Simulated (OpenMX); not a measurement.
**Hf2Pd2Se2Br2O3 under changes of volume**

One of the cells (22.729 Å³/atom); the others are scaled copies at fixed shape and fractional positions:

```
Hf Pd Se Br O
1.0
     5.60663   -0.09346   -0.01409
     1.61393    5.33512    0.00251
     1.36916    1.91529    8.31543
Hf Pd Se Br O
2 2 2 2 3
Direct
  0.23317 0.65161 0.02284
  0.76683 0.34839 0.97716
  0.00000 0.50000 0.50000
  0.00000 0.00000 0.50000
  0.02419 0.33917 0.25331
  0.97581 0.66083 0.74669
  0.50000 0.50000 0.50000
  0.50000 0.00000 0.50000
  0.44792 0.35724 0.92101
  0.55208 0.64276 0.07899
  0.00000 0.00000 0.00000
```

The cell was built by a generator and needn't be a form met in nature.

* Program: OpenMX 3.8.5
* Functional: PBE
* Potentials or basis: OpenMX 2013 PBE set, Hf7.0-s3p2d2, Pd7.0-s3p2d1, Se7.0-s3p2d1, Br7.0-s3p2d1, O6.0-s2p2, fixed grid of 64 × 63 × 100 points
* k mesh: 5 × 5 × 5
* Occupations: fermi-dirac, width 0.05 eV
* Spin: no spin polarisation

```csv
volume (Å³/atom),energy over the lowest point (meV/atom),largest force (eV/Å)
21.365,37.65,1.769
21.820,19.39,1.375
22.274,7.45,1.110
22.729,?,?
23.183,0.00,0.672
23.638,3.38,0.516
24.093,10.84,0.563
```

Task: What does the run at 22.729 Å³/atom give?

Result: Energy over the lowest point 1.18 meV/atom; largest force 0.873 eV/Å.

Worked out: A Birch-Murnaghan fit of order 3 (a polynomial in V^(-2/3)) to the other rows has its minimum at 23.07 Å³/atom with B0 = V·E''(V) = 84 GPa and B' = 4.5 at fixed shape and positions, which overstates the stiffness. It gives 1.19 meV/atom at 22.729 Å³/atom, against the run's 1.18.

Energies are extrapolated to zero smearing.

Caveats: the basis of atomic orbitals isn't converged, which shifts pressures, moduli and gaps; forces of over 1 eV/Å show positions far from the minimum, so gaps and moduli don't describe the material at rest (some runs).
